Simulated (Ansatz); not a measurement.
# Hf: the cost of one run

Method: DFT PBEsol, with the methods named in each step, in Ansatz 0.2.0.

## (1) The structure to begin with

It takes space group Im-3m (No. 229, cubic). Conventional cell: a = 3.610 Å, b = 3.610 Å, c = 3.610 Å, α = 90.00°, β = 90.00°, γ = 90.00°. Hf (site symmetry m-3m) is surrounded by 8 Hf at 3.13 Å.

As a file:

```cif
data_structure
_symmetry_space_group_name_H-M 'Im-3m'
_symmetry_Int_Tables_number 229
_cell_length_a 3.6100
_cell_length_b 3.6100
_cell_length_c 3.6100
_cell_angle_alpha 90.000
_cell_angle_beta 90.000
_cell_angle_gamma 90.000
_cell_volume 47.05
loop_
_atom_site_label
_atom_site_type_symbol
_atom_site_symmetry_multiplicity
_atom_site_Wyckoff_symbol
_atom_site_fract_x
_atom_site_fract_y
_atom_site_fract_z
_atom_site_occupancy
Hf1 Hf 2 a 0.00000 0.00000 0.00000 1
```

The file gives the conventional cell by its symmetry; the runs use the cell typed in the input.

## (2) Free moments, LAPW

input.yaml reads:

```yaml
crystal:
  lattice:
    - [-1.805, 1.805, 1.805]
    - [1.805, -1.805, 1.805]
    - [1.805, 1.805, -1.805]
  atoms:
    - { symbol: Hf, position: [0.0, 0.0, 0.0], spin: 0.6 }
magnetization:
  spin_polarized: true
kpoints:
  mp_grid: { grid: [13, 13, 13] }
scf:
  occupations: { method: fermi_dirac, width: 0.05 }
  lower_state_search: "off"
hamiltonian:
  xc: pbesol
  pseudopotentials: { kind: all_electron, lapw: { basis_error: 0.001 } }
output:
  forces: true
  stress: true
  eigenvalues: false
  populations: true
  dos: { projected: true, de: 0.1, e_range: [-8, 5] }
```

On the command line:

```sh
$ ansatz run input.yaml --threads 1 --pin off --max-ram 3072MiB --backend cpu --events-out ev --progress --plain --runs-dir out
```

What time and memory should one allow on 1 thread of Arm Neoverse V1, shared host?

About 42 s, with a peak of 0.38 GiB.
